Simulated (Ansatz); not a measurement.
# CHFGa: the cost of one run

Computed with Ansatz 0.2.0, Gaussian basis. Level: cc-pVDZ, all electrons in the functionals, frozen cores in the correlation of double hybrids and RPA.

To be run: wB97M-V, B2PLYP, PBE-QIDH, RPA-PBE, at charge 0, quartet; charge 0, doublet; charge 0, sextet; charge 1, triplet; charge 1, quintet; displaced geometry v1; displaced geometry v2 (not every functional at every point).

27 further runs of the same task are left out: 15 that didn't finish, 12 set aside as unsound or not needed.

## Step 1: The system

The geometry is a PBE0/def2-TZVP stationary point (not a proven minimum). No spin-orbit coupling is included. The filled d shell of Ga may be among the frozen orbitals whatever the setting's name suggests; the logs give the count.

4 atoms, charge 0, spin multiplicity 4.

Atoms are counted from 1 here; the program's logs count them from 0.

Bond lengths: F1–C2 1.327 Å, C2–Ga3 1.961 Å, C2–H4 1.089 Å. Angles: F1–C2–Ga3 122.0°, F1–C2–H4 112.6°, Ga3–C2–H4 125.4°.

No dispersion term is added; wB97M-V holds VV10 nonlocal correlation.

The geometry shown and the zero of energy belong to the point charge 0, quartet. The yardstick, UCCSD(T), and other wave-function levels (R restricted, U unrestricted, valence and pair active spaces) come from earlier runs.

## Step 2: wB97M-V, charge 0, quartet

Input file in.yaml:

```yaml
crystal:
  periodic: [false, false, false]
  atoms:
    - {symbol: F, position_ang: [0.000000, -0.336661, 2.093920]}
    - {symbol: C, position_ang: [0.000000, 0.539280, 1.097638]}
    - {symbol: Ga, position_ang: [0.000000, -0.023872, -0.780573]}
    - {symbol: H, position_ang: [0.000000, 1.570868, 1.447830]}
basis:
  gaussian: {orbitals: cc-pVDZ}
magnetization: {spin_polarized: true, initial_magnetization: 3}
hamiltonian: {xc: {name: wB97M-V}}
output: {orbitals: {seedname: orbitals}}
```

Command:

```
ansatz run in.yaml --threads 1 --pin off --events-out ev --progress --plain --max-ram 2393MiB
```

What time and memory should one allow on 1 thread of Intel Xeon at 2.50GHz, shared host?

About 29 s, with a peak of 0.26 GiB.
